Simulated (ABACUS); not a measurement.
Wanted: the native input for an ABACUS 3.10.1 run.

```yaml
Task: single point
Functional: PBE
Potentials_or_basis: PseudoDojo NC SR 0.4.1 PBE standard
Cutoff: 1361 eV
Density_cutoff: 5442 eV
Basis: DZP LCAO (the cutoffs set its grid)
k_mesh: 4 × 4 × 3
Occupations: fermi-dirac, width 0.05 eV
Spin: collinear spin, ferromagnetic start
Starting_moments: "[0.0, 0.0, 3.0, 3.0, 0.0, 0.0, 0.0, 0.0, 0.0] μB"
Fixed_moment: 3.5 μB
Radial_cutoff_of_the_potentials_pseudo_rcut: 7 bohr
SCF_threshold_on_the_density: 1e-07
Max_SCF_steps: 100
Eigensolver: genelpa
Mixing: broyden
Mixing_share: 0.4
Symmetry_key: 1
```

The system is CsLiCr2Te2S3.

```
CELL_PARAMETERS angstrom
3.42162 -5.18069 0.00784
3.42162 5.18069 0.00784
-2.90411 0.00000 7.43093
ATOMIC_POSITIONS crystal
Cs 0.09374 0.09374 0.00853
Li 0.58875 0.58875 0.55336
Cr 0.05646 0.46755 0.55790
Cr 0.46755 0.05646 0.55790
Te 0.56486 0.87357 0.29035
Te 0.87357 0.56486 0.29035
S 0.81151 0.39697 0.73347
S 0.39697 0.81151 0.73347
S 0.21404 0.21404 0.48371
```

The cell was built by a generator and needn't be a form met in nature.

The input as run:

INPUT

```
INPUT_PARAMETERS
suffix              CsLiCr2Te2S3
calculation         scf
basis_type          lcao
pseudo_dir          ./
orbital_dir         ./
symmetry            1
dft_functional      pbe
ecutwfc             100
pseudo_rcut         7
nspin               2
nbands              57
ks_solver           genelpa
smearing_method     fd
smearing_sigma      0.00367493
scf_thr             1e-07
scf_nmax            100
mixing_type         broyden
mixing_beta         0.4
cal_force           1
cal_stress          1
nupdown             3.5
out_mul             1
out_chg             1
out_pot             2
out_elf             1
```

STRU

```
ATOMIC_SPECIES
Cs 132.9055 Cs.upf
Li 6.9400 Li.upf
Cr 51.9961 Cr.upf
Te 127.6000 Te.upf
S 32.0600 S.upf

NUMERICAL_ORBITAL
Cs_confined-atom_10au_3s2p2d.orb
Li_confined-atom_8au_3s1p.orb
Cr_confined-atom_7au_3s2p2d1f.orb
Te_confined-atom_8au_2s2p2d.orb
S_confined-atom_7au_2s2p1d.orb

LATTICE_CONSTANT
1.8897261246

LATTICE_VECTORS
3.4216200000 -5.1806900000 0.0078400000
3.4216200000 5.1806900000 0.0078400000
-2.9041100000 0.0000000000 7.4309300000

ATOMIC_POSITIONS
Direct

Cs
0.0
1
0.0937400000 0.0937400000 0.0085300000 1 1 1 mag 0

Li
0.0
1
0.5887500000 0.5887500000 0.5533600000 1 1 1 mag 0

Cr
0.0
2
0.0564600000 0.4675500000 0.5579000000 1 1 1 mag 3
0.4675500000 0.0564600000 0.5579000000 1 1 1 mag 3

Te
0.0
2
0.5648600000 0.8735700000 0.2903500000 1 1 1 mag 0
0.8735700000 0.5648600000 0.2903500000 1 1 1 mag 0

S
0.0
3
0.8115100000 0.3969700000 0.7334700000 1 1 1 mag 0
0.3969700000 0.8115100000 0.7334700000 1 1 1 mag 0
0.2140400000 0.2140400000 0.4837100000 1 1 1 mag 0
```

KPT

```
K_POINTS
0
Gamma
4 4 3 0 0 0
```

Potentials or basis: PseudoDojo NC SR 0.4.1 PBE standard, DZP LCAO (the cutoffs set its grid).

Command:

```console
$ OMP_NUM_THREADS=1 mpirun -np 4 abacus > log
```

Results of the run:

```yaml
Pressure: 0.6 GPa
Largest_force: 0.223 eV/Å
Net_moment: 3.50 μB per cell
Absolute_moment: 5.62 μB per cell
Site_moments: Cs +0.01; Li +0.01; Cr +2.35; Te -0.40; S -0.13, -0.16 μB
Mulliken_charges: Cs +0.57; Li +0.48; Cr +0.44, +0.43; Te -0.31; S -0.46, -0.45, -0.38 e
```

Caveat: the atomic orbitals were generated for these runs and aren't a published set; the moment is held away from its start; Mulliken charges move with the basis; the basis of atomic orbitals isn't converged, which shifts pressures, moduli and gaps; the total moment is fixed, so each spin has its own Fermi level; only a ferromagnetic start was run, and an antiferromagnetic order may lie lower in energy.

Wall time 83 s on 4 MPI ranks on Intel(R) Xeon(R) Platinum 8488C (Sapphire Rapids) (shared host), peak memory 1.3 GiB a rank.
